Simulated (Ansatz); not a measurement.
# C4H2N2S: small, medium and large basis sets

One table from this session's results is given with a row withheld; the runs are named, their logs left out.

Computed with Ansatz 0.2.0, Gaussian basis. Level: one geometry, several basis sets.

Levels to be run: PBE0-D4/def2-SVP; ωB97M-V/def2-SVP; PBE0-D4/def2-QZVPP; ωB97M-V/def2-QZVPP; the functionals' def2-TZVPP values are taken from earlier runs.

## Structure used throughout

The geometry comes from an earlier relaxation with PBE0-D4 in a triple-zeta def2 set; it is a stationary point, not always the lowest conformer.

SMILES `N#Cc1cscn1`, 9 atoms, charge 0, spin multiplicity 1.

Atoms are counted from 1 here; the program's logs count them from 0.

Bond lengths: N1–C2 1.151 Å, C2–C3 1.424 Å, C3–C4 1.368 Å, C3–N7 1.367 Å, C4–S5 1.696 Å, C4–H8 1.078 Å, S5–C6 1.719 Å, C6–N7 1.293 Å, C6–H9 1.082 Å. Angles: N1–C2–C3 178.5°, C2–C3–C4 123.7°, C2–C3–N7 120.4°, C4–C3–N7 115.9°, C3–C4–S5 109.4°, C3–C4–H8 128.0°, S5–C4–H8 122.6°, C4–S5–C6 89.6°, S5–C6–N7 115.2°, S5–C6–H9 121.0°, N7–C6–H9 123.8°, C3–N7–C6 110.0°.

The first run:

in.yaml reads:

```yaml
crystal:
  periodic: [false, false, false]
  atoms:
    - {symbol: N, position_ang: [2.329884, -1.934081, 0.773291]}
    - {symbol: C, position_ang: [1.472690, -1.211162, 0.514491]}
    - {symbol: C, position_ang: [0.411111, -0.331208, 0.159029]}
    - {symbol: C, position_ang: [-0.175996, -0.310613, -1.076867]}
    - {symbol: S, position_ang: [-1.392965, 0.869921, -1.101430]}
    - {symbol: C, position_ang: [-1.035345, 1.253934, 0.535790]}
    - {symbol: N, position_ang: [-0.083395, 0.560950, 1.069158]}
    - {symbol: H, position_ang: [0.057466, -0.923191, -1.933171]}
    - {symbol: H, position_ang: [-1.583461, 2.025459, 1.059710]}
basis:
  gaussian: {orbitals: def2-SVP}
hamiltonian: {xc: pbe0, dispersion: d4}
output: {orbitals: {seedname: orbitals}}
```

Launch:

```sh
ansatz run in.yaml --threads 4 --pin off --events-out ev --progress --plain --max-ram 10444MiB
```

Among the steps run: PBE0-D4 in def2-SVP; ωB97M-V in def2-SVP; PBE0-D4 in def2-QZVPP; ωB97M-V in def2-QZVPP.

One of the session's tables, all rows but one given; the rest of the session is left out.

It belongs to the step «Density functionals: the series». 

| functional | basis | HOMO (eV) | LUMO (eV) |
| --- | --- | --- | --- |
| PBE0-D4 | def2-SVP | -7.95 | -1.71 |
| PBE0-D4 | def2-TZVPP | -7.95 | -1.81 |
| PBE0-D4 | def2-QZVPP | -7.97 | -1.85 |
| ωB97M-V | def2-SVP | ? | ? |
| ωB97M-V | def2-TZVPP | -9.98 | 0.30 |
| ωB97M-V | def2-QZVPP | -10.00 | 0.24 |

Q: Estimate the row for ωB97M-V, def2-SVP from the others.

The run gave: HOMO (eV): -9.95; LUMO (eV): 0.48. In the column «HOMO (eV)» it lies between ωB97M-V, def2-TZVPP (-9.98) and PBE0-D4, def2-QZVPP (-7.97).
